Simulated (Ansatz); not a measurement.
# Ni (Ni, hcp): the cost of one run

Computed with Ansatz 0.2.0 (DFT r2SCAN, plane waves (500 eV) with PAW, scalar-relativistic; the PAW data stem from PBE, with regenerated cores, unless a step says otherwise).

### 1 The starting structure

It takes space group P6_3/mmc (No. 194, hexagonal). The conventional cell has a = 2.492 Å, b = 2.492 Å, c = 4.069 Å, α = 90.00°, β = 90.00°, γ = 120.00°. Ni (site symmetry -6m2) has 12 Ni at 2.49 Å as nearest neighbours.

Structure file:

```xyz
2
Lattice="2.4918 0.0000 0.0000 -1.2459 2.1579 0.0000 0.0000 0.0000 4.0690" Properties=species:S:1:pos:R:3 pbc="T T T"
Ni    0.0000    1.4386    1.0173
Ni    1.2459    0.7193    3.0518
```

Starting moments (μB): +0.8 ×2.

### 2 Geometry optimisation

File input.yaml:

```yaml
crystal:
  lattice:
    - [2.491755966, 0.0, 0.0]
    - [-1.245877983, 2.1579239666, 0.0]
    - [0.0, 0.0, 4.0690374925]
  atoms:
    - { symbol: Ni, position: [0.3333333333, 0.6666666667, 0.25], spin: 0.8 }
    - { symbol: Ni, position: [0.6666666667, 0.3333333333, 0.75], spin: 0.8 }
hamiltonian:
  xc: r2scan
  pseudopotentials:
    kind: paw
    azcp:
      Ni: "pseudopotentials/Ni.paw.azcp"
basis:
  ecutwfc: 500
  fft_grid_basis: typed
kpoints:
  mp_grid: { grid: [14, 14, 8], shift: [0, 0, 0] }
magnetization:
  spin_polarized: true
scf:
  occupations: { method: fermi_dirac, width: 0.05 }
relax:
  max_steps: 60
  f_tol: 0.01
  cell: {}
```

Command:

```bash
$ ansatz run input.yaml --threads 1 --pin off --max-ram 3584MiB --backend cpu --events-out ev --progress --plain --runs-dir out
```

What time and memory should one allow on 1 thread of Intel Xeon Platinum 8259CL at 2.50GHz (Skylake/Cascade Lake), shared host?

About 3.4 min, with a peak of 0.58 GiB.
